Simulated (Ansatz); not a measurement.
# NaBr (singlet): the correlation ladder at distance Br1–Na2 = 2.790 Å, cc-pVDZ

How much of the correlation energy of NaBr (singlet) does each wave-function method recover here?

Program: Ansatz 0.2.0, Gaussian basis. Level of theory: cc-pVDZ, core rule «outside noble gas», up to 19 orbitals frozen. These are calculated values, not measurements.

Plan: UHF; CCSD(T) on RHF; BCCD(T) on RHF; CISD; CCSDT(Q) on RHF; CCSDTQ on RHF; CASSCF and MRCISD+Q, 2 electrons in 2 orbitals; CASSCF and NEVPT2, 2 electrons in 2 orbitals.

54 further runs of the same task are left out: 33 for a known fault of the program, 19 that didn't finish, 2 set aside as unsound or not needed. Runs told in other sessions of the task aren't counted.

### Step 1. The system

The geometry derives from a PBE0/def2-TZVP stationary point (not a proven minimum). One bond is set to the value named and the two fragments are kept rigid. No spin-orbit coupling is included. The filled d shell of Br may be among the frozen orbitals whatever the setting's name suggests.

2 atoms, charge 0, spin multiplicity 1.

Atoms are counted from 1 here; the program's logs count them from 0.

Bond lengths: Br1–Na2 2.790 Å.

### Step 2. UHF

Input file in.yaml:

```yaml
crystal:
  periodic: [false, false, false]
  atoms:
    - {symbol: Br, position_ang: [0.000000, 0.000000, 0.000000]}
    - {symbol: Na, position_ang: [0.000000, 0.000000, 2.790000]}
basis:
  gaussian: {orbitals: cc-pVDZ}
magnetization: {spin_polarized: true, initial_magnetization: 0}
hamiltonian: {xc: hf}
output: {orbitals: {seedname: orbitals}}
```

Command:

```
ansatz run in.yaml --threads 1 --pin off --events-out ev --progress --plain --max-ram 2393MiB
```

After this run come: CCSD(T) on RHF; BCCD(T) on RHF; CISD; CCSDT(Q) on RHF; CCSDTQ on RHF; CASSCF and MRCISD+Q, 2 electrons in 2 orbitals; CASSCF and NEVPT2, 2 electrons in 2 orbitals.

**Question.** What will the summary of the whole plan be? Wanted: RCCSDTQ from the RHF energy; RMP2 from RCCSDTQ; RCCSD from RCCSDTQ; RCCSD(T) from RCCSDTQ; RCCSDT(Q) from RCCSDTQ; NEVPT2 pair from RCCSDTQ; T1 diagnostic.

**Answer**, as computed:

| quantity | value |
| --- | --- |
| RCCSDTQ from the RHF energy | -3.6256 eV |
| RMP2 from RCCSDTQ | +346.1 meV |
| RCCSD from RCCSDTQ | +60.8 meV |
| RCCSD(T) from RCCSDTQ | +12.9 meV |
| RCCSDT(Q) from RCCSDTQ | +0.1 meV |
| NEVPT2 pair from RCCSDTQ | +343.0 meV |
| levels within 1 kcal/mol (43 meV) | RCCSD(T), BCCD(T), RCCSDT, RCCSDT(Q) |
| T1 diagnostic | 0.010 |

**Reading.** RCCSD(T) misses by +12.9 meV, 0.4 % of the correlation energy. These misses are within one basis, not against nature.
